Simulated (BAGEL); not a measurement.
# Two attempts at quartet SiHBrClO

Wanted: the energy of quartet SiHBrClO, ROHF/6-31G* (density fitting with qzvpp-jkfit, spherical functions).

The results are computed with BAGEL 1.2.2.

2 further runs of the same task are left out: 1 that didn't finish, 1 set aside as unsound or not needed.

## Step 1: Starting point

SiHBrClO has 5 atoms, charge 0, and is taken as a quartet. As SMILES of the parent species, `O[Si](Cl)Br`. The shape is that of a PBE0-D4/def2-TZVP optimisation. This is one conformer, not always the lowest. That shape belongs to the parent species and isn't relaxed for this state.

Bond lengths: O1–Si2 1.633 Å, Si2–Cl3 2.062 Å, Si2–Br4 2.215 Å, O1–H5 0.961 Å. Angles: O1–Si2–Cl3 109.4°, O1–Si2–Br4 107.1°, Cl3–Si2–Br4 110.9°, Si2–O1–H5 117.4°.

## Step 2: Try one

job.json reads:

```json
{ "bagel" : [

{
  "title" : "molecule",
  "basis" : "6-31gs.json",
  "df_basis" : "qzvpp-jkfit",
  "angstrom" : true,
  "geometry" : [
    { "atom" : "O", "xyz" : [    0.582400,    0.855200,   -0.667700 ] },
    { "atom" : "Si", "xyz" : [   -0.211800,    0.137700,    0.566000 ] },
    { "atom" : "Cl", "xyz" : [   -1.682500,   -1.093300,   -0.190400 ] },
    { "atom" : "Br", "xyz" : [    1.283500,   -1.027400,    1.711800 ] },
    { "atom" : "H", "xyz" : [    0.078300,    1.054200,   -1.461100 ] }
  ]
},
{
  "title" : "uhf",
  "nopen" : 3
},
{
  "title" : "print",
  "file" : "orbitals.molden",
  "orbitals" : true
}

]}
```

The basis set 6-31G* is read from a file made from the Basis Set Exchange's data (not shown).

Command:

```
$ BAGEL_NUM_THREADS=1 BAGEL job.json > job.out
```

Log:

```text
* using 1 threads per process

  ===============================================================
  ===============================================================

  *** Geometry ***

  { "atom" : "O", "xyz" : [      1.100576,      1.616094,     -1.261770 ] },
  { "atom" : "Si", "xyz" : [     -0.400244,      0.260215,      1.069585 ] },
  { "atom" : "Cl", "xyz" : [     -3.179464,     -2.066038,     -0.359804 ] },
  { "atom" : "Br", "xyz" : [      2.425463,     -1.941505,      3.234833 ] },
  { "atom" : "H", "xyz" : [      0.147966,      1.992149,     -2.761079 ] },

  Number of auxiliary basis functions:      617

  Since a DF basis is specified, we compute 2- and 3-index integrals:
    o Being stored without compression. Storage requirement is 0.035 GB

  Number of basis functions:       84
  Number of electrons      :       75

    * METHOD: MOLECULE                             0.46

  *** Open-shell HF ***

  === Nuclear Repulsion ===
   390.4550391533

      * DIIS with orbital gradients will be used.

  === UHF iteration (6-31gs.json) ===
      0      -3395.45029085          0.03507227           0.30
      1      -3395.53845951          0.03350430           0.29
      2      -3395.61988430          0.02502331           0.29
      3      -3395.71788763          0.00192946           0.29
      4      -3395.72800710          0.00166967           0.29
      5      -3395.73275075          0.00134690           0.29
      6      -3395.74164265          0.00108753           0.29
      7      -3395.74814674          0.00094112           0.29
      8      -3395.75461107          0.00081314           0.29
      9      -3395.75955988          0.00084764           0.29
     10      -3395.76469161          0.00069575           0.29
     11      -3395.76704631          0.00052786           0.30
     12      -3395.77111882          0.00058899           0.29
     13      -3395.77231052          0.00032060           0.29
     14      -3395.77338270          0.00029025           0.29
     15      -3395.77408800          0.00024102           0.30
[... 76 lines of this table left out ...]
     92      -3395.77522352          0.00000002           0.29
     93      -3395.77522352          0.00000002           0.29
     94      -3395.77522352          0.00000002           0.29
     95      -3395.77522352          0.00000002           0.29
     96      -3395.77522352          0.00000001           0.29
     97      -3395.77522352          0.00000001           0.29
     98      -3395.77522352          0.00000001           0.29
     99      -3395.77522352          0.00000001           0.29
    * Max iteration reached in SCF.

    * S^2 (UHF) is 3.7633

    * Permanent dipole moment:
           (   -0.937476,     0.078128,    -0.555123) a.u.

    * METHOD: UHF                                 29.38

    * METHOD: PRINT                                0.02

  ===============================================================
```

It took 30 s on 1 thread of Arm Neoverse V1, shared host; peak memory 0.16 GiB.

## Step 3: What went wrong

The iterations ended before the threshold was met.

Among its listed settings the sound run differs in this, and the input shows the rest: reference ROHF in place of UHF. The next try takes another reference, ROHF in place of UHF: a different method, not a cure for the first.

## Step 4: Try two

Edit job.json of step 2 so:

```diff
@@ -6,3 +6,3 @@
   "df_basis" : "qzvpp-jkfit",
-  "angstrom" : true,
+  "angstrom" : "true",
   "geometry" : [
@@ -16,3 +16,4 @@
 {
-  "title" : "uhf",
+  "title" : "rohf",
+  "charge" : 0,
   "nopen" : 3
@@ -22,3 +23,3 @@
   "file" : "orbitals.molden",
-  "orbitals" : true
+  "orbitals" : "true"
 }
```

The basis set 6-31G* is read from a file made from the Basis Set Exchange's data (not shown).

Command:

```
$ BAGEL_NUM_THREADS=1 BAGEL job.json > job.out
```

Log:

```text
* using 1 threads per process

  ===============================================================
  ===============================================================

  *** Geometry ***

  { "atom" : "O", "xyz" : [      1.100576,      1.616094,     -1.261770 ] },
  { "atom" : "Si", "xyz" : [     -0.400244,      0.260215,      1.069585 ] },
  { "atom" : "Cl", "xyz" : [     -3.179464,     -2.066038,     -0.359804 ] },
  { "atom" : "Br", "xyz" : [      2.425463,     -1.941505,      3.234833 ] },
  { "atom" : "H", "xyz" : [      0.147966,      1.992149,     -2.761079 ] },

  Number of auxiliary basis functions:      617

  Since a DF basis is specified, we compute 2- and 3-index integrals:
    o Being stored without compression. Storage requirement is 0.035 GB

  Number of basis functions:       84
  Number of electrons      :       75

    * METHOD: MOLECULE                             0.46

  *** Open-shell HF ***

  === Nuclear Repulsion ===
   390.4550391533

      * DIIS with orbital gradients will be used.

  === ROHF iteration (6-31gs.json) ===
      0      -3395.45029085          0.03507227           0.30
      1      -3395.52909301          0.03379410           0.29
      2      -3395.60890128          0.02539575           0.29
      3      -3395.71225856          0.00205027           0.29
      4      -3395.72274658          0.00172476           0.29
      5      -3395.72791589          0.00135154           0.29
      6      -3395.73613458          0.00109960           0.29
      7      -3395.74290719          0.00092318           0.30
      8      -3395.74939685          0.00078791           0.30
      9      -3395.75392600          0.00083512           0.29
     10      -3395.75836576          0.00065771           0.29
     11      -3395.76080936          0.00054091           0.29
     12      -3395.76522137          0.00057787           0.29
     13      -3395.76643720          0.00030847           0.30
     14      -3395.76734824          0.00028640           0.28
     15      -3395.76797030          0.00024363           0.29
[... 40 lines of this table left out ...]
     56      -3395.76882271          0.00000010           0.29
     57      -3395.76882271          0.00000007           0.28
     58      -3395.76882271          0.00000006           0.28
     59      -3395.76882271          0.00000005           0.28
     60      -3395.76882271          0.00000004           0.28
     61      -3395.76882270          0.00000002           0.28
     62      -3395.76882271          0.00000002           0.28
     63      -3395.76882271          0.00000001           0.29
    * SCF iteration converged.

    * S^2 (ROHF) is 3.7500

    * Permanent dipole moment:
           (   -0.941620,     0.092543,    -0.567254) a.u.

    * METHOD: ROHF                                18.86

    * METHOD: PRINT                                0.02

  ===============================================================
```

Run time: 20 s. Hardware: 1 thread of Arm Neoverse V1, shared host; peak memory 0.16 GiB.

## Step 5: Outcome

Level: ROHF/6-31G* (density fitting with qzvpp-jkfit, spherical functions).

```
     quantity           value
 total energy  -3395.76882 Eh
dipole moment          2.80 D
         ⟨S²⟩           3.750
```
